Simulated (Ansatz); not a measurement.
# C₉H₁₈: one species, many functionals

The task here is to estimate one member of a computed series from the others.

Computed with Ansatz 0.2.0, Gaussian basis. Level: functionals in def2-TZVPP, the program's frozen cores in correlated methods.

Plan: PBE-D4, r2SCAN-D4, PBE0-D4, B3LYP-D4, ωB97X-V, ωB97M-V, B2PLYP; MP2/def2-TZVPP; MP2/def2-QZVPP.

1 further run of the same task is left out (it didn't finish).

**Structure used throughout**

The geometry comes from an earlier relaxation with PBE0-D4 in a triple-zeta def2 set; it is a stationary point, not always the lowest conformer.

27 atoms, charge 0, spin multiplicity 1.

Atoms are counted from 1 here; the program's logs count them from 0.

Bond lengths: C1–C2 1.519 Å, C1–H10 1.094 Å, C1–H11 1.093 Å, C1–H12 1.094 Å, C2–C3 1.522 Å, C2–H13 1.095 Å, C2–H14 1.095 Å, C3–C4 1.528 Å, C3–H15 1.098 Å, C3–H16 1.097 Å, C4–C5 1.544 Å, C4–C9 1.532 Å, C4–H17 1.097 Å, C5–C6 1.522 Å, C5–H18 1.094 Å, C5–H19 1.095 Å, C6–C7 1.531 Å, C6–H20 1.094 Å and more. Angles: C2–C1–H10 111.1°, C2–C1–H11 111.7°, C2–C1–H12 111.1°, H10–C1–H11 107.7°, H10–C1–H12 107.4°, H11–C1–H12 107.7°, C1–C2–C3 112.1°, C1–C2–H13 109.3°, C1–C2–H14 109.2°, C3–C2–H13 109.7°, C3–C2–H14 110.2°, H13–C2–H14 106.2°, C2–C3–C4 116.4°, C2–C3–H15 108.7°, C2–C3–H16 108.3°, C4–C3–H15 108.6°, C4–C3–H16 108.5°, H15–C3–H16 105.9° and more.

Set-up of the first run:

File in.yaml:

```yaml
crystal:
  periodic: [false, false, false]
  atoms:
    - {symbol: C, position_ang: [0.514070, 1.805156, -2.958411]}
    - {symbol: C, position_ang: [0.414242, 1.172205, -1.580757]}
    - {symbol: C, position_ang: [-0.613840, 0.050906, -1.537921]}
    - {symbol: C, position_ang: [-0.790165, -0.658844, -0.195850]}
    - {symbol: C, position_ang: [-1.182173, 0.299346, 0.949028]}
    - {symbol: C, position_ang: [-0.010436, 0.603124, 1.871211]}
    - {symbol: C, position_ang: [0.488061, -0.668851, 2.562808]}
    - {symbol: C, position_ang: [0.368728, -1.899515, 1.652618]}
    - {symbol: C, position_ang: [0.431948, -1.499651, 0.187215]}
    - {symbol: H, position_ang: [-0.447223, 2.224337, -3.269373]}
    - {symbol: H, position_ang: [1.250626, 2.611756, -2.979356]}
    - {symbol: H, position_ang: [0.807633, 1.066865, -3.710169]}
    - {symbol: H, position_ang: [0.152285, 1.942267, -0.847489]}
    - {symbol: H, position_ang: [1.398352, 0.793164, -1.286540]}
    - {symbol: H, position_ang: [-0.351846, -0.696568, -2.298150]}
    - {symbol: H, position_ang: [-1.584291, 0.461935, -1.843580]}
    - {symbol: H, position_ang: [-1.621313, -1.361822, -0.329433]}
    - {symbol: H, position_ang: [-1.597021, 1.224168, 0.536153]}
    - {symbol: H, position_ang: [-1.985029, -0.149052, 1.544158]}
    - {symbol: H, position_ang: [-0.292638, 1.351338, 2.617093]}
    - {symbol: H, position_ang: [0.800906, 1.048899, 1.287721]}
    - {symbol: H, position_ang: [1.529332, -0.529981, 2.868994]}
    - {symbol: H, position_ang: [-0.080679, -0.837754, 3.482313]}
    - {symbol: H, position_ang: [-0.586127, -2.406500, 1.833151]}
    - {symbol: H, position_ang: [1.148446, -2.626536, 1.894117]}
    - {symbol: H, position_ang: [0.482240, -2.381898, -0.457872]}
    - {symbol: H, position_ang: [1.355894, -0.938516, 0.008323]}
basis:
  gaussian: {orbitals: def2-TZVPP}
hamiltonian: {xc: pbe, dispersion: d4}
output: {forces: true, orbitals: {seedname: orbitals}}
```

On the command line:

```console
$ ansatz run in.yaml --threads 4 --pin off --events-out ev --progress --plain --max-ram 41984MiB --backend cuda --devices 0, --max-vram 37GiB
```

Among the steps run: PBE-D4 (GGA); r2SCAN-D4 (meta-GGA); PBE0-D4 (hybrid); B3LYP-D4 (hybrid); ωB97X-V (range-separated); ωB97M-V (range-separated); B2PLYP (double hybrid).

One of the session's tables, all rows but one given; the rest of the session is left out.

It belongs to the step «Orbital energies across the functionals». 

| functional | HOMO (eV) | LUMO (eV) | gap (eV) |
| --- | --- | --- | --- |
| PBE-D4 | ? | ? | ? |
| r2SCAN-D4 | -7.03 | 0.93 | 7.96 |
| PBE0-D4 | -8.09 | 1.06 | 9.15 |
| B3LYP-D4 | -7.94 | 0.74 | 8.68 |
| ωB97X-V | -10.52 | 2.88 | 13.40 |
| ωB97M-V | -10.39 | 2.46 | 12.86 |

Estimate the missing values for PBE-D4.

As computed: HOMO (eV): -6.77; LUMO (eV): 0.26; gap (eV): 7.03. In the column «HOMO (eV)» it is the highest.
